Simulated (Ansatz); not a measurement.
Mn3Si under changes of volume

One of the cells (11.071 Å³/atom); the others are scaled copies at fixed shape and fractional positions:

```
Mn Si
1.0
     2.79120    0.00000    0.00000
     0.00000    2.79120    0.00000
     0.00000    0.00000    5.68433
Mn Si
3 1
Direct
  0.50000 0.50000 0.00000
  0.00000 0.00000 0.25345
  0.00000 0.00000 0.74655
  0.50000 0.50000 0.50000
```

Measurements of this composition are mostly on another form, of space group No. 225.

| Item | Value |
| --- | --- |
| Program | Ansatz 0.2.0 |
| Functional | PBEsol |
| Potentials or basis | all-electron LAPW, scalar-relativistic |
| Cutoff | 315 eV (chosen from the basis error) |
| Basis error allowed | 0.001 eV/atom |
| k mesh | 10 × 10 × 5 |
| Occupations | fermi-dirac, width 0.05 eV |
| Spin | collinear spin, ferromagnetic start |
| Starting moments | [4.0, 4.0, 4.0, 0.0] μB |

```tsv
volume (Å³/atom)	energy over the lowest point (meV/atom)	pressure (GPa)	moment (μB per cell)	largest force (eV/Å)
10.407	0.89	3.2	1.00	0.241
10.629	0.00	-2.0	1.05	0.212
10.850	5.96	-6.6	1.09	0.166
11.071	?	?	?	?
11.293	35.11	-13.9	1.14	0.029
11.514	56.51	-16.7	1.16	0.053
11.736	81.47	-19.1	1.16	0.140
```

Q: What does the run at 11.071 Å³/atom give?

A: Energy over the lowest point 17.94 meV/atom; pressure -10.6 GPa; moment 1.12 μB per cell; largest force 0.104 eV/Å.

Worked out: A Birch-Murnaghan fit of order 3 (a polynomial in V^(-2/3)) to the other rows has its minimum at 10.54 Å³/atom with B0 = V·E''(V) = 256 GPa and B' = 6.6 at fixed shape and positions, which overstates the stiffness. It gives 18.00 meV/atom at 11.071 Å³/atom, against the run's 17.94, and -dE/dV = -10.6 GPa, against -10.6. A parabola through the other rows of the moment, of slope 0.121 μB per Å³/atom there, gives 1.12 μB, against the run's 1.12.

Energies are extrapolated to zero smearing.

Caveats: the starting moments weren't kept.
